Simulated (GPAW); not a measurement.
**Al4Co3 in GPAW: the effect of functional**

Slab: Al4Co3, a slab with vacuum.

```
Al Co
1.0
     2.81940    0.00000    0.00000
     0.00000    2.81940    0.00000
     0.00000    0.00000   23.45821
Al Co
4 3
Cartesian
  0.0000 0.0000 7.5000
  0.0000 0.0000 10.3194
  0.0000 0.0000 13.1388
  0.0000 0.0000 15.9582
  1.4097 1.4097 8.9097
  1.4097 1.4097 11.7291
  1.4097 1.4097 14.5485
```

The cell isn't the ideal one: the (1 0 0) slab of AlCo, cut from the database cell, not relaxed.

Alike in all runs:

```yaml
Program: GPAW 26.7.0
Task: single point
Cutoff: 450 eV
Basis: pw
k_mesh: 9 × 9 × 1
Occupations: fermi-dirac, width 0.05 eV
Spin: collinear spin, ferromagnetic start
Starting_moments: "[0.0, 2.0, 0.0, 2.0, 0.0, 2.0, 0.0] μB"
```

```tsv
functional	potentials or basis	moment (μB)	largest force (eV/Å)	work function (eV)
LDA	the program's PAW data sets (release 1.2.1) made for this functional	0.62	0.66	4.19
PBE	GPAW PAW data sets (gpaw-data 1.2.1)	?	?	?
PBEsol	PAW data sets generated in the run's folder for this functional	1.03	0.68	4.00
RPBE	the program's PAW data sets (release 1.2.1) made for this functional	1.27	0.76	3.77
BEEF-vdW	GPAW PAW data sets (gpaw-data 1.2.1)	1.25	0.71	4.10
revPBE	the program's PAW data sets (release 1.2.1) made for this functional	1.26	0.75	3.78
WC	PAW data sets generated in the run's folder for this functional	1.07	0.70	3.97
```

Q: What does the run with functional PBE give?

A: Moment 1.17 μB; largest force 0.73 eV/Å; work function 3.89 eV.

Caveats: the PAW data sets were made with another functional, which shifts forces and pressure a little (some runs).
